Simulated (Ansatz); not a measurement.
BrClFSi, SMILES F[Si](Cl)Br: an atomisation energy, run with Ansatz's Python interface.

The script, `brclfsi_tae.py`:
```python
from collections import Counter

import ansatz as az
from ase import Atoms


def energy(molecule, charge=0, unpaired=0):
    calc = (
        molecule.calculation()
        .basis(gaussian="def2-SVPD")
        .functional("pbe0", dispersion="d4")
    )
    if charge:
        calc = calc.charge(charge)
    if unpaired:
        calc = calc.spin("collinear", total=unpaired)
    return calc.run().report["free_energy_ev"]


def main() -> None:
    atoms = Atoms(["F", "Si", "Cl", "Br"], positions=[
        [-0.5185, 0.664, -1.3453],
        [-0.3237, -0.3791, -0.2031],
        [-1.0336, 0.3895, 1.5602],
        [1.9313, -0.7347, -0.0321],
    ])
    system = az.Crystal.molecule_from_ase(atoms)

    unpaired = {"F": 1, "Si": 2, "Cl": 1, "Br": 1}
    counts = Counter(site.symbol for site in system.cartesian_sites)
    atom_energy = {s: energy(az.Crystal.molecule().atom(s, (0, 0, 0)), 0, unpaired[s]) for s in counts}
    whole = energy(system, 0, 1)
    for s, e in atom_energy.items():
        print(f"{s:2s} x{counts[s]}  {e:14.5f} eV")
    print(f"BrClFSi: {whole:.5f} eV")
    split = sum(counts[s] * e for s, e in atom_energy.items()) - whole
    print(f"atomisation energy (no zero-point term): {split:.3f} eV, {split / sum(counts.values()):.3f} eV an atom")


if __name__ == "__main__":
    main()
```

What does it cost to take this molecule apart into atoms?

12.739 eV from the electronic energies, without the zero-point term.

The run itself:

```console
$ python brclfsi_tae.py
F  x1     -2709.15403 eV
Si x1     -7868.24738 eV
Cl x1    -12513.06053 eV
Br x1    -70028.57656 eV
BrClFSi: -93131.77798 eV
atomisation energy (no zero-point term): 12.739 eV, 3.185 eV an atom
```

Total energies depend on the basis set; only differences at equal settings carry meaning. The geometry is a force-field or estimated start, not a minimum of this method, and the basis set is short of its limit. All parts are taken at fixed geometry, without zero-point energy. The species is open-shell (spin multiplicity 2). The spin-orbit lowering of heavy atoms is left out. Timing: 6.1 s on 1 thread of Intel(R) Xeon(R) Processor @ 2.30GHz, with other jobs on the host, peak memory 0.5 GiB.
